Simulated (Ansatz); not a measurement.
# ClFH3InO2: the cost of one run

All numbers below are computed with Ansatz 0.2.0 (RKS CAM-B3LYP-D4/def2-SVP).

## 1. Starting point

Bond lengths: In1–Cl2 2.790 Å, In1–O3 1.990 Å, O3–H4 1.010 Å, In1–O5 1.990 Å, O5–H6 1.010 Å, In1–F7 2.200 Å. Angles: Cl2–In1–O3 120.0°, Cl2–In1–O5 120.0°, Cl2–In1–F7 71.6°, O3–In1–O5 120.0°, O3–In1–F7 96.8°, O5–In1–F7 101.3°, In1–O3–H4 109.5°, In1–O5–H6 109.5°.

Coordinates:

```xyz
8

In    0.0000    0.0000    0.0000
Cl    0.0000    0.0000    2.7900
O     1.7233    0.0000   -0.9950
H     2.0232   -0.9519   -1.1499
O    -1.7233    0.0000   -0.9950
H    -2.2330   -0.8467   -0.7865
F     0.0986    2.0854    0.6937
H     0.0724    1.5312    1.8850
```

## 2. Pulling towards end A

Springs on the bonds that form and break draw the guess towards this end; the thresholds are loose.

Input file input.yaml:

```yaml
crystal:
  periodic: [false, false, false]
  atoms:
    - { symbol: In, position_ang: [0.0, 0.0, 0.0] }
    - { symbol: Cl, position_ang: [0.0, 0.0, 2.79] }
    - { symbol: O, position_ang: [1.7233, 0.0, -0.995] }
    - { symbol: H, position_ang: [2.0232, -0.9519, -1.1499] }
    - { symbol: O, position_ang: [-1.7233, 0.0, -0.995] }
    - { symbol: H, position_ang: [-2.233, -0.8467, -0.7865] }
    - { symbol: F, position_ang: [0.0986, 2.0854, 0.6937] }
    - { symbol: H, position_ang: [0.0724, 1.5312, 1.885] }
basis:
  gaussian: { orbitals: def2-SVP }
hamiltonian:
  xc: cam_b3lyp
  dispersion: d4
relax:
  f_tol: 0.15
  max_steps: 25
  restrain:
    - { distance: [0, 6], at: 3.1, k: 30.0 }
    - { distance: [7, 1], at: 2.57, k: 30.0 }
    - { distance: [0, 1], at: 2.44, k: 30.0 }
    - { distance: [7, 6], at: 0.92, k: 30.0 }
output:
  orbitals: {}
```

Command:

```sh
> ansatz run input.yaml --threads 4 --pin off --max-ram 5120MiB --backend cpu --events-out ev --progress --plain --runs-dir out
```

What time and memory should one allow on 4 threads of Arm Neoverse V1, shared host?

About 26 s, with a peak of 0.28 GiB.
